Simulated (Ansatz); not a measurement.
# CH₇AlO₂Si: a ladder of functionals and wavefunction methods

The task here is to estimate one member of a computed series from the others.

Method: functionals in def2-TZVPP, the program's frozen cores in correlated methods; program: Ansatz 0.2.0, Gaussian basis.

Plan: PBE-D4, r2SCAN-D4, PBE0-D4, B3LYP-D4, ωB97X-V, ωB97M-V, B2PLYP; CCSD(T)/def2-TZVPP; MP2/def2-QZVPP; extrapolation to the limit.

## Structure used throughout

All runs share one geometry, relaxed beforehand with PBE0-D4 in a triple-zeta def2 set.

12 atoms, charge 0, spin multiplicity 1.

Atoms are counted from 1 here; the program's logs count them from 0.

Bond lengths: O1–Si2 1.632 Å, O1–H6 0.958 Å, Si2–O3 1.659 Å, Si2–H7 1.474 Å, Si2–H8 1.483 Å, O3–C4 1.515 Å, O3–Al5 1.930 Å, C4–Al5 1.951 Å, C4–H9 1.090 Å, C4–H10 1.089 Å, Al5–H11 1.585 Å, Al5–H12 1.586 Å. Angles: Si2–O1–H6 119.0°, O1–Si2–O3 111.7°, O1–Si2–H7 107.8°, O1–Si2–H8 110.3°, O3–Si2–H7 105.5°, O3–Si2–H8 106.8°, H7–Si2–H8 114.6°, Si2–O3–C4 123.2°, Si2–O3–Al5 168.8°, C4–O3–Al5 67.7°, O3–C4–Al5 66.3°, O3–C4–H9 108.5°, O3–C4–H10 108.4°, Al5–C4–H9 123.4°, Al5–C4–H10 123.2°, H9–C4–H10 112.0°, O3–Al5–C4 45.9°, O3–Al5–H11 111.3° and more.

The first run:

in.yaml reads:

```yaml
crystal:
  periodic: [false, false, false]
  atoms:
    - {symbol: O, position_ang: [-2.283536, 0.514426, 0.793267]}
    - {symbol: Si, position_ang: [-1.105466, 1.059196, -0.195657]}
    - {symbol: O, position_ang: [0.318856, 0.242484, 0.038726]}
    - {symbol: C, position_ang: [0.483570, -1.236099, -0.247516]}
    - {symbol: Al, position_ang: [2.127874, -0.362616, 0.334957]}
    - {symbol: H, position_ang: [-2.809720, -0.237283, 0.519326]}
    - {symbol: H, position_ang: [-0.822239, 2.458870, 0.168405]}
    - {symbol: H, position_ang: [-1.488119, 0.855651, -1.614401]}
    - {symbol: H, position_ang: [0.237049, -1.415589, -1.293784]}
    - {symbol: H, position_ang: [-0.167488, -1.791362, 0.426208]}
    - {symbol: H, position_ang: [2.487798, -0.365528, 1.878289]}
    - {symbol: H, position_ang: [3.098320, 0.222549, -0.774020]}
basis:
  gaussian: {orbitals: def2-TZVPP}
hamiltonian: {xc: pbe, dispersion: d4}
output: {forces: true, orbitals: {seedname: orbitals}}
```

On the command line:

```sh
> ansatz run in.yaml --threads 4 --pin off --events-out ev --progress --plain --max-ram 10444MiB
```

Among the steps run: PBE-D4 (GGA); r2SCAN-D4 (meta-GGA); PBE0-D4 (hybrid); B3LYP-D4 (hybrid); ωB97X-V (range-separated); ωB97M-V (range-separated); B2PLYP (double hybrid); CCSD(T) in def2-TZVPP; MP2 in def2-QZVPP.

One of the session's tables, all rows but one given; the rest of the session is left out.

| method | atomisation energy (eV) |
| --- | --- |
| PBE-D4 | 42.977 |
| r2SCAN-D4 | 42.949 |
| PBE0-D4 | 42.329 |
| B3LYP-D4 | 42.752 |
| ωB97X-V | 43.083 |
| ωB97M-V | 43.042 |
| B2PLYP | 42.372 |
| HF/def2-TZVPP | 31.264 |
| MP2/def2-TZVPP | 42.523 |
| CCSD/def2-TZVPP | 41.337 |
| CCSD(T)/def2-TZVPP | ? |
| MP2/CBS | 43.729 |
| CCSD(T)/CBS | 43.102 |

Estimate the missing values for CCSD(T)/def2-TZVPP.

The run gave: atomisation energy (eV): 41.895. In the column «atomisation energy (eV)» it lies between CCSD/def2-TZVPP (41.337) and PBE0-D4 (42.329).

Caveats from the session: Free atoms (2 O, 1 Si, 1 C, 1 Al, 7 H) were run apart at each level; the atomisation energy is their sum less the molecule, without zero-point or spin-orbit terms.
